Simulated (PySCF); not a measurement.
# MoOH2: structure of the singlet

The task is one start of a wider search on MoOH2: the singlet, from a PBE0 minimum start. It is relaxed, tested by its Hessian and followed downhill if it is a saddle.

The runs use PySCF 2.14.0; PBE0, basis Mo def2-TZVP with ECP28, O def2-TZVP, H def2-TZVP, scalar-relativistic core potentials, no spin–orbit coupling, density fitting.

### Step 1. The starting structure

4 atoms, charge 0, spin multiplicity 1.

Bond lengths: Mo1–O2 1.629 Å, Mo1–H3 1.689 Å, Mo1–H4 1.689 Å. Angles: O2–Mo1–H3 101.8°, O2–Mo1–H4 101.8°, H3–Mo1–H4 98.6°.

Coordinates in bohr (charge 0 multiplicity 1):
```
Mo    0.1742    0.3017   -0.2252
O    -1.1830   -2.0489    1.2255
H     3.0226    0.3969    1.2125
H    -1.1675    2.8161    1.2125
```

### Step 2. First SCF at the start

The steps below are one call of a driver around PySCF. For each, scf.py gives the equivalent set-up of the SCF; relaxations use the driver's own optimiser. After this first run the driver tries any further starts and a stability analysis.

Input file scf.py:

```python
from pyscf import gto, scf, dft
mol = gto.M(atom='''
Mo     0.092164     0.159628    -0.119157
O     -0.625992    -1.084222     0.648508
H      1.599473     0.210046     0.641627
H     -0.617798     1.490222     0.641626''',
    basis={'Mo': 'def2-TZVP', 'O': 'def2-TZVP', 'H': 'def2-TZVP'},
    ecp={'Mo': 'def2-TZVP'},
    charge=0, spin=0)
mf = dft.RKS(mol, xc='PBE0')
mf.grids.atom_grid = (50, 194)
aux = {'Mo': 'def2-universal-JKFIT', 'O': 'def2-universal-JKFIT', 'H': 'def2-universal-JKFIT'}
mf = mf.density_fit(auxbasis=aux)
mf.conv_tol = 1e-08
mf.diis_space = 10
mf.max_cycle = 60
mf.init_guess = 'minao'
mf.verbose = 4
mf.kernel()
```

Command:

```console
$ OMP_NUM_THREADS=2 python axn.py task.json out
```

After this run come: Relaxation: PBE0 minimum start, singlet; Vibrations and properties at this point; A spin-polarised start; Frequencies.

Before running it: what results should come out? Wanted: minimum; geometry; wavenumbers; dipole moment; highest occupied, lowest empty level; polar-tensor charge of Mo1; zero-point energy; atomisation energy; ⟨S²⟩.

As calculated:

```
                                          quantity                                                               value
                                           minimum                                       broken-symmetry (Ms = 0), C2v
                                          geometry  Mo–H 1.735 Å (×2), Mo–O 1.645 Å; H–Mo–H 125.5°, H–Mo–O 117.2° (×2)
                                wavenumbers (cm⁻¹)                                     315, 542, 782, 1097, 1825, 1846
                                     dipole moment                                                              1.29 D
highest occupied, lowest empty level (either spin)                                                     -7.28, -3.16 eV
                        polar-tensor charge of Mo1                                                             +1.33 e
                                 zero-point energy                                                         38.3 kJ/mol
                               entropy at 298.15 K                                                     257.6 J/(mol K)
         atomisation energy (no zero-point energy)                                                         1035 kJ/mol
                                              ⟨S²⟩                                                               0.994
```

In words: From Cs at the start the molecule goes to a C2v minimum. The determinant is spin-contaminated (⟨S²⟩ = 0.99 against 0.00), so it is no pure spin state. In the infrared the band at 1825 cm⁻¹ (stretch) leads. Only this shape and spin were tried, so other structures or states may lie lower. The SCF density has lower symmetry than the nuclear frame.
